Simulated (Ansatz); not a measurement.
The system is HPbNO4.

```
H Pb N O
1.0
     3.85404    0.14384    0.09012
    -0.25320    5.52698    0.16471
    -0.48197   -1.92720    5.72025
H Pb N O
1 1 1 4
Direct
  0.10913 0.65718 0.54463
  0.61029 0.52127 0.15100
  0.91580 0.96263 0.95867
  0.01384 0.13639 0.88084
  0.72398 0.01057 0.12858
  0.00389 0.73732 0.87043
  0.11927 0.59324 0.37651
```

The cell was built by a generator and needn't be a form met in nature.

- Program: Ansatz 0.2.0
- Task: single point
- Functional: PBE
- Potentials or basis: Ansatz PAW
- Cutoff: 420 eV (not typed: the program's choice for these potentials)
- k mesh: 7 × 5 × 5
- Occupations: fermi-dirac, width 0.05 eV
- Spin: no spin polarisation

On this cell: pressure 0.0 GPa; largest force 0.006 eV/Å; band gap on the k mesh 3.16 eV, indirect (least direct gap 3.25 eV).

The same run follows on a disturbed copy (atoms moved at random, drawn with an rms of 0.05 Å):

```
H Pb N O
1.0
     3.85404    0.14384    0.09012
    -0.25320    5.52698    0.16471
    -0.48197   -1.92720    5.72025
H Pb N O
1 1 1 4
Direct
  0.09417 0.65249 0.55005
  0.60528 0.51564 0.15510
  0.92822 0.96629 0.95871
  0.01648 0.12958 0.87762
  0.70978 0.00114 0.12867
  0.00782 0.74454 0.86968
  0.10479 0.58988 0.37446
```

Question: What changes?

Answer: The energy moves by +37.0 meV/atom; pressure 0.5 GPa; largest force 3.607 eV/Å; band gap on the k mesh 3.23 eV, indirect (least direct gap 3.33 eV).

Forces in eV/Å, atoms in the order of the input:
```
H    0.246  0.020 -1.483
Pb  -0.209  0.124 -0.208
N   -2.550 -2.289  1.128
O    0.387  2.587  0.044
O    1.420  1.038 -0.907
O    0.678 -1.462 -0.331
O    0.027 -0.016  1.758
```

Stress tensor (GPa, compression positive):
```
-0.57 -0.87  1.97
-0.87  4.79  0.99
 1.97  0.99 -2.60
```

Caveats: odd divisions of the mesh miss points on the zone boundary, where band edges often lie, so the gap on the mesh can be too wide; spin-orbit coupling is left out, which as a rule narrows the gap of such compounds by several tenths of an eV.

A k mesh can miss the band edges.
